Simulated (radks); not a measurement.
# Polarisabilities and dispersion coefficients of Cu, Cu⁺, Cu²⁺ and others

One table from this session's results is given with a row withheld; the runs are named, their logs left out.

Method: non-relativistic Kohn-Sham, LB94 model potential, spin-polarised, spherical densities, point nucleus; open shells are filled with parallel spins first. Code: radks (a radial shooting solver on a logarithmic mesh, Libxc functionals) version 1.

**The system**

```
species : Cu ([Ar] 3d10 4s1), Cu⁺ ([Ar] 3d10), Cu²⁺ ([Ar] 3d9), Cu³⁺ ([Ar] 3d8), Cu⁴⁺ ([Ar] 3d7), Cu⁵⁺ ([Ar] 3d6), Cu⁶⁺ ([Ar] 3d5)
```

LB94 adds a gradient term to the LDA potential that gives it a −1/r tail. It is a model potential with no energy functional, so Etot and Exc are not given.

Set-up of the first run:

Settings of this run:

```text
Z 29
configuration [Ar] 3d10 4s1
relativity non-relativistic
functional lda,pw
model_potential LB94
spin polarised
nucleus point
response adiabatic LDA kernel
```

Steps of the session up to this table: Cu, [Ar] 3d10 4s1; Cu⁺, [Ar] 3d10; Cu²⁺, [Ar] 3d9; Cu³⁺, [Ar] 3d8; Cu⁴⁺, [Ar] 3d7; Cu⁵⁺, [Ar] 3d6; Cu⁶⁺, [Ar] 3d5.

One of the session's tables, all rows but one given; the rest of the session is left out.

| species | −ε(HOMO) (eV) | α (bohr³) | α uncoupled (bohr³) | C6 (hartree bohr⁶) |
| --- | --- | --- | --- | --- |
| Cu | 8.839 | 30.99 | 44.93 | 172.9 |
| Cu⁺ | 21.818 | 5.731 | 7.684 | 18.78 |
| Cu²⁺ | 39.075 | 2.686 | 3.396 | 7.307 |
| Cu³⁺ | 59.079 | 1.523 | 1.876 | 3.543 |
| Cu⁴⁺ | 81.435 | 0.9809 | 1.204 | 1.982 |
| Cu⁵⁺ | ? | ? | ? | ? |
| Cu⁶⁺ | 137.66 | 0.5335 | 0.6795 | 0.8224 |

**Question.** Estimate the row for Cu⁵⁺.

**Answer.** −ε(HOMO) (eV): 105.88; α (bohr³): 0.6958; α uncoupled (bohr³): 0.8650; C6 (hartree bohr⁶): 1.228. In the column «−ε(HOMO) (eV)» it lies between Cu⁴⁺ (81.435) and Cu⁶⁺ (137.66).

Uncoupled leaves out the potential induced by the response; C8 is given only where no p, d or f shell is open. For heavy and open-shell atoms this level can miss by tens of per cent.
